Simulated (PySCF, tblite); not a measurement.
# C₄H₈SSi: geometry, infrared bands and NMR shifts

What infrared bands and NMR shifts should C₄H₈SSi (`CC#CCS[SiH3]`) show?

Programs: tblite 0.8.0 and PySCF 2.14.0, with density-fitted response routines of our own. Each step states its level of theory. These are calculated values for one molecule in the gas phase, unless marked as measured. Atoms count from 0, in the outputs and in this text.

### Step 1. Starting geometry

14 atoms, charge 0, multiplicity 1; geometry from: force field or distance geometry start.

Bonds of the start (Å): C0–C1 1.48, C1–C2 1.20, C2–C3 1.47, C3–S4 1.80, S4–Si5 2.12, C0–H6 1.12, C0–H7 1.10, C0–H8 1.10, C3–H9 1.11, C3–H10 1.12, Si5–H11 1.48, Si5–H12 1.49, Si5–H13 1.50.

### Step 2. Optimising the geometry with GFN2-xTB

What the job is given:

```
{"job": {"kind": "relax", "xc": "GFN2-xTB", "basis": "xTB"}, "charge": 0, "multiplicity": 1}
C     -2.667400    -0.270600     1.020000
C     -1.621800     0.364000     0.181800
C     -0.756900     0.871600    -0.486000
C      0.256100     1.510300    -1.334400
S      1.735000     1.670000    -0.321900
Si     2.679700    -0.152400     0.198100
H     -2.766400    -1.367100     0.800100
H     -2.361400    -0.136000     2.065900
H     -3.638400     0.181800     0.756000
H     -0.097100     2.527500    -1.612300
H      0.449000     0.893200    -2.245900
H      2.936100    -1.009600    -0.985600
H      1.800200    -0.859300     1.176100
H      4.052600     0.056300     0.765900
```

Command:

```sh
$ OMP_NUM_THREADS=1 python probes_run.py task.json out
```

This one command runs all jobs of the session in turn.

**Question.** This job is followed by: GFN2-xTB harmonic vibrations, gas phase; GIAO PBE0/pcSseg-1 NMR shielding, non-relativistic, gas phase. Predict these results of the whole session: strongest single infrared mode (GFN2-xTB); zero-point energy (GFN2-xTB); 13C shifts against TMS (PBE0/pcSseg-1); 1H shifts against TMS (PBE0/pcSseg-1, means over atoms taken as alike); 33S shifts against CS2 (PBE0/pcSseg-1); 29Si shifts against TMS (PBE0/pcSseg-1); surface potential, 1st and 99th percentile.

The runs gave:

| quantity | value |
| --- | --- |
| strongest single infrared mode (GFN2-xTB) | 767 cm⁻¹, 428 km/mol |
| zero-point energy (GFN2-xTB) | 62.2 kcal/mol |
| 13C shifts against TMS (PBE0/pcSseg-1) | 89.8, 81.6, 22.9, 4.9 ppm |
| 1H shifts against TMS (PBE0/pcSseg-1, means over atoms taken as alike) | 4.58, 3.27, 2.06 ppm |
| 33S shifts against CS2 (PBE0/pcSseg-1) | -132 ppm |
| 29Si shifts against TMS (PBE0/pcSseg-1) | -56.9 ppm |
| surface potential, 1st and 99th percentile | -1.10 V and 1.04 V |

**Reading.** The optimisation took 93 steps and gained 0.402 eV; among the close pairs (by a distance rule), Si5–H13 changed most, from 1.500 to 1.451 Å. All 36 modes are real, so the xTB geometry is a minimum. The strongest single mode, at 767 cm⁻¹, has its largest shares on H13, H11 and H12 (the list is cut at 3 atoms). Unscaled tight-binding wavenumbers are off by several per cent, some by more. Its intensities can rank the bands wrongly. At PBE0/pcSseg-1: Shielding is most anisotropic at S4 (span 455 ppm, paramagnetic term -422 ppm).
